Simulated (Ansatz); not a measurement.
# WF+ (triplet): from Hartree-Fock to the top rungs, def2-TZVPP

One table from this session's results is given with a row withheld; the runs are named, their logs left out.

The runs use Ansatz 0.2.0, Gaussian basis; def2-TZVPP, core rule «outside noble gas», up to 5 orbitals frozen.

To be run: UHF; ROHF; CCSD(T) on UHF.

**The geometry**

The geometry is a PBE0/def2-TZVP stationary point (not a proven minimum) of the parent state, kept for this charge and spin. No spin-orbit coupling is included. Elements past krypton take def2 core potentials.

2 atoms, charge 1, spin multiplicity 3.

Atoms are counted from 1 here; the program's logs count them from 0.

Bond lengths: W1–F2 1.838 Å.

The first run:

in.yaml

```yaml
crystal:
  periodic: [false, false, false]
  atoms:
    - {symbol: W, position_ang: [0.000000, 0.000000, 0.000000]}
    - {symbol: F, position_ang: [0.000000, 0.000000, 1.838237]}
basis:
  gaussian: {orbitals: def2-TZVPP}
total_charge: 1
magnetization: {spin_polarized: true, initial_magnetization: 2}
hamiltonian: {xc: hf}
output: {orbitals: {seedname: orbitals}}
```

The run is started by

```bash
ansatz run in.yaml --threads 1 --pin off --events-out ev --progress --plain --max-ram 2816MiB --backend cpu
```

Among the steps run: UHF; ROHF; CCSD(T) on UHF.

One of the session's tables, all rows but one given; the rest of the session is left out.

```
  method  from UCCSD(T) (kcal/mol)
    ROHF                   +266.43
    UMP2                         ?
   UCCSD                    +17.23
UCCSD(T)                         0
```

Q: Estimate the row for UMP2 from the others.

The run gave: from UCCSD(T) (kcal/mol): +30.49. In the column «from UCCSD(T) (kcal/mol)» it lies between UCCSD (+17.23) and ROHF (+266.43).

Left out of the table: UHF (another determinant or state than the rows shown).

The program flags UCCSD(T) as in doubt (see the logs), so the zero of the table is itself unsure.

Limits of these values: The determinant is far from a pure spin state, so its energy mixes those of several spin states (harmless only where they are near-degenerate, as at dissociation). The program flags UCCSD(T) as in doubt, so the zero of the table is itself unsure. Warnings: spin contamination; coupled cluster took another determinant than the lowest.
